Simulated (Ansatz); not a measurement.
**CH₈Si₂Te: one species, many methods**

One table from this session's results is given with a row withheld; the runs are named, their logs left out.

Method: functionals in def2-TZVPP, the program's frozen cores in correlated methods; program: Ansatz 0.2.0, Gaussian basis.

Levels to be run: LDA (SPW92), PBE-D4, revPBE-D4, BLYP-D4, r2SCAN-D4, B97M-V, PBE0-D4, B3LYP-D4, r2SCANh-D4, r2SCAN0-D4, HSE06-D4, BHLYP-D4, CAM-B3LYP-D4, LC-ωPBE, ωB97X-V, ωB97M-V, B2PLYP, PBE-QIDH; CCSD(T)/def2-SVP; CCSD(T)/def2-TZVPP; MP2/def2-QZVPP; extrapolation to the limit; RPA on PBE.

### The geometry

All runs share one geometry, relaxed beforehand with PBE0-D4 in a triple-zeta def2 set. Te takes the def2 core potential; no spin-orbit term is included.

12 atoms, charge 0, spin multiplicity 1.

Atoms are counted from 1 here; the program's logs count them from 0.

Bond lengths: C1–Si2 1.867 Å, C1–H5 1.092 Å, C1–H6 1.092 Å, C1–H7 1.094 Å, Si2–Te3 2.502 Å, Si2–H8 1.486 Å, Si2–H9 1.488 Å, Te3–Si4 2.489 Å, Si4–H10 1.485 Å, Si4–H11 1.484 Å, Si4–H12 1.486 Å. Angles: Si2–C1–H5 110.8°, Si2–C1–H6 110.5°, Si2–C1–H7 110.3°, H5–C1–H6 108.2°, H5–C1–H7 108.3°, H6–C1–H7 108.7°, C1–Si2–Te3 112.2°, C1–Si2–H8 111.1°, C1–Si2–H9 110.5°, Te3–Si2–H8 105.4°, Te3–Si2–H9 108.4°, H8–Si2–H9 109.0°, Si2–Te3–Si4 91.3°, Te3–Si4–H10 110.9°, Te3–Si4–H11 107.1°, Te3–Si4–H12 111.1°, H10–Si4–H11 109.8°, H10–Si4–H12 108.6° and more.

Set-up of the first run:

File in.yaml:

```yaml
crystal:
  periodic: [false, false, false]
  atoms:
    - {symbol: C, position_ang: [-0.028911, 1.539840, 1.153132]}
    - {symbol: Si, position_ang: [0.776703, 1.090873, -0.469943]}
    - {symbol: Te, position_ang: [1.730729, -1.221586, -0.445437]}
    - {symbol: Si, position_ang: [-0.545573, -2.220828, -0.562757]}
    - {symbol: H, position_ang: [-0.848320, 0.855258, 1.381133]}
    - {symbol: H, position_ang: [0.695932, 1.487454, 1.967607]}
    - {symbol: H, position_ang: [-0.431432, 2.555667, 1.107908]}
    - {symbol: H, position_ang: [1.925172, 1.987400, -0.763746]}
    - {symbol: H, position_ang: [-0.206144, 1.181603, -1.582806]}
    - {symbol: H, position_ang: [-1.227423, -1.836661, -1.824874]}
    - {symbol: H, position_ang: [-0.379356, -3.694673, -0.508636]}
    - {symbol: H, position_ang: [-1.384178, -1.779547, 0.582418]}
basis:
  gaussian: {orbitals: def2-TZVPP}
hamiltonian: {xc: lda}
output: {orbitals: {seedname: orbitals}}
```

Steps of the session up to this table: LDA; PBE-D4 (GGA); revPBE-D4 (GGA); BLYP-D4 (GGA); r2SCAN-D4 (meta-GGA); B97M-V (meta-GGA); PBE0-D4 (hybrid); B3LYP-D4 (hybrid); r2SCANh-D4 (hybrid); r2SCAN0-D4 (hybrid); HSE06-D4 (hybrid); BHLYP-D4 (hybrid); CAM-B3LYP-D4 (range-separated); LC-ωPBE-D4 (range-separated; the results give it without D4); ωB97X-V (range-separated); ωB97M-V (range-separated); B2PLYP (double hybrid); PBE-QIDH (double hybrid).

One table of the session follows, with a row left open; its other results are not shown here.

It belongs to the step «Frontier levels by functional». 

| functional | HOMO (eV) | gap (eV) |
| --- | --- | --- |
| LDA (SPW92) | -5.54 | 3.99 |
| PBE-D4 | -5.42 | 4.07 |
| revPBE-D4 | -5.37 | 4.10 |
| BLYP-D4 | -5.24 | 4.00 |
| r2SCAN-D4 | -5.66 | 4.58 |
| B97M-V | -5.71 | 4.48 |
| PBE0-D4 | -6.42 | 5.85 |
| B3LYP-D4 | -6.20 | 5.42 |
| r2SCANh-D4 | -6.03 | 5.22 |
| r2SCAN0-D4 | -6.58 | 6.17 |
| HSE06-D4 | ? | ? |
| BHLYP-D4 | -7.25 | 7.51 |
| CAM-B3LYP-D4 | -7.59 | 7.98 |
| LC-ωPBE | -8.87 | 10.34 |
| ωB97X-V | -8.57 | 9.94 |
| ωB97M-V | -8.47 | 9.58 |

Estimate the missing values for HSE06-D4.

**Answer.** HOMO (eV): -6.03; gap (eV): 5.10.
